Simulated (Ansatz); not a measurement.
# C₂H₁₀O₄Si₂: up Jacob's ladder to CCSD(T)

Aim: compute C₂H₁₀O₄Si₂ with functionals from several rungs and with coupled cluster. The yardstick is the atomisation energy at the CCSD(T) limit.

Program: Ansatz 0.2.0, Gaussian basis. Level of theory: functionals in def2-TZVPP, the program's frozen cores in correlated methods. These are calculated values, not measurements.

The runs, in order: LDA (SPW92), PBE-D4, revPBE-D4, BLYP-D4, r2SCAN-D4, B97M-V, PBE0-D4, B3LYP-D4, r2SCANh-D4, r2SCAN0-D4, HSE06-D4, BHLYP-D4, CAM-B3LYP-D4, LC-ωPBE, ωB97X-V, ωB97M-V, B2PLYP, PBE-QIDH; CCSD(T)/def2-SVP; CCSD(T)/def2-TZVPP; MP2/def2-QZVPP; extrapolation to the limit; RPA on PBE.

### Step 1. The geometry

The geometry comes from an earlier relaxation with PBE0-D4 in a triple-zeta def2 set; it is a stationary point, not always the lowest conformer.

SMILES `C[SiH](O)O[Si](C)(O)O`, 18 atoms, charge 0, spin multiplicity 1.

Atoms are counted from 1 here; the program's logs count them from 0.

Bond lengths: C1–Si2 1.856 Å, C1–H9 1.094 Å, C1–H10 1.093 Å, C1–H11 1.093 Å, Si2–O3 1.641 Å, Si2–O4 1.636 Å, Si2–H12 1.482 Å, O3–H13 0.958 Å, O4–Si5 1.633 Å, Si5–C6 1.845 Å, Si5–O7 1.641 Å, Si5–O8 1.637 Å, C6–H14 1.093 Å, C6–H15 1.092 Å, C6–H16 1.092 Å, O7–H17 0.958 Å, O8–H18 0.958 Å. Angles: Si2–C1–H9 111.1°, Si2–C1–H10 111.2°, Si2–C1–H11 110.2°, H9–C1–H10 108.2°, H9–C1–H11 107.6°, H10–C1–H11 108.5°, C1–Si2–O3 112.3°, C1–Si2–O4 108.9°, C1–Si2–H12 112.1°, O3–Si2–O4 109.5°, O3–Si2–H12 104.4°, O4–Si2–H12 109.6°, Si2–O3–H13 118.0°, Si2–O4–Si5 145.5°, O4–Si5–C6 110.2°, O4–Si5–O7 106.9°, O4–Si5–O8 111.9°, C6–Si5–O7 113.8° and more.

### Step 2. LDA

This LDA is Slater exchange with PW92 correlation.

Contents of in.yaml:

```yaml
crystal:
  periodic: [false, false, false]
  atoms:
    - {symbol: C, position_ang: [2.485529, 0.139516, 0.628601]}
    - {symbol: Si, position_ang: [0.854887, 0.824664, 1.190621]}
    - {symbol: O, position_ang: [0.740958, 0.900459, 2.825909]}
    - {symbol: O, position_ang: [-0.346333, -0.118953, 0.603724]}
    - {symbol: Si, position_ang: [-1.098623, -0.659537, -0.741161]}
    - {symbol: C, position_ang: [-1.950446, 0.734927, -1.597329]}
    - {symbol: O, position_ang: [-2.110297, -1.862870, -0.269366]}
    - {symbol: O, position_ang: [-0.044365, -1.309778, -1.811036]}
    - {symbol: H, position_ang: [2.638380, -0.875210, 1.007819]}
    - {symbol: H, position_ang: [3.315032, 0.761180, 0.973835]}
    - {symbol: H, position_ang: [2.519268, 0.092519, -0.463207]}
    - {symbol: H, position_ang: [0.652515, 2.222225, 0.740959]}
    - {symbol: H, position_ang: [0.916559, 0.103291, 3.327007]}
    - {symbol: H, position_ang: [-1.224674, 1.471682, -1.950385]}
    - {symbol: H, position_ang: [-2.513259, 0.372722, -2.459895]}
    - {symbol: H, position_ang: [-2.643163, 1.241649, -0.921629]}
    - {symbol: H, position_ang: [-2.452858, -1.810382, 0.623450]}
    - {symbol: H, position_ang: [0.223391, -2.216805, -1.656119]}
basis:
  gaussian: {orbitals: def2-TZVPP}
hamiltonian: {xc: lda}
output: {orbitals: {seedname: orbitals}}
```

Further steps of the session: PBE-D4 (GGA); revPBE-D4 (GGA); BLYP-D4 (GGA); r2SCAN-D4 (meta-GGA); B97M-V (meta-GGA); PBE0-D4 (hybrid); B3LYP-D4 (hybrid); r2SCANh-D4 (hybrid); r2SCAN0-D4 (hybrid); HSE06-D4 (hybrid); BHLYP-D4 (hybrid); CAM-B3LYP-D4 (range-separated); LC-ωPBE (range-separated); ωB97X-V (range-separated); ωB97M-V (range-separated); B2PLYP (double hybrid); PBE-QIDH (double hybrid); CCSD(T) in def2-SVP; CCSD(T) in def2-TZVPP; MP2 in def2-QZVPP; RPA on PBE orbitals.

Q: Predict the results of all the runs planned. Wanted: atomisation energy, CCSD(T)/CBS; farthest beyond LDA; mean size of error, GGA; mean size of error, meta-GGA; mean size of error, hybrid; mean size of error, range-separated; mean size of error, double hybrid; gap, smallest and largest; T1 diagnostic.

The runs gave:

| quantity | value |
| --- | --- |
| atomisation energy, CCSD(T)/CBS | 7333.6 kJ/mol |
| functionals within 36.7 kJ/mol (0.5 %) | PBE-D4, r2SCAN-D4, B97M-V, CAM-B3LYP-D4, ωB97X-V, ωB97M-V |
| farthest beyond LDA | BHLYP-D4 (-259.4 kJ/mol) |
| mean size of error, GGA | 87.1 kJ/mol |
| mean size of error, meta-GGA | 26.9 kJ/mol |
| mean size of error, hybrid | 119.2 kJ/mol |
| mean size of error, range-separated | 28.9 kJ/mol |
| mean size of error, double hybrid | 112.4 kJ/mol |
| gap, smallest and largest | 6.53 eV (BLYP-D4), 13.75 eV (LC-ωPBE) |
| T1 diagnostic | 0.0112 |
| triples share of the correlation energy | 3.5 % |

**Reading.** The LDA atomisation energy is off by 955.4 kJ/mol (13 %): it overbinds. PBE-D4 is off by +26.2 kJ/mol. Double hybrids carry the basis error of their MP2 part in triple zeta, and no dispersion term here, so their miss is partly the set-up's. The rungs meta-GGA, range-separated miss on average by less than the doubt on the reference (36.7 kJ/mol), so they tie. The reference freezes the cores and leaves out relativity and excitations past (T), so misses under about 36.7 kJ/mol can't be ranked. Hartree-Fock recovers 73 % of the binding; the rest is correlation. CCSD(T) in def2-SVP is off by -556.7 kJ/mol, more than most functionals: a good method in a small basis is no reference. Orbital gaps span 6.5 to 13.8 eV; exact exchange widens them.
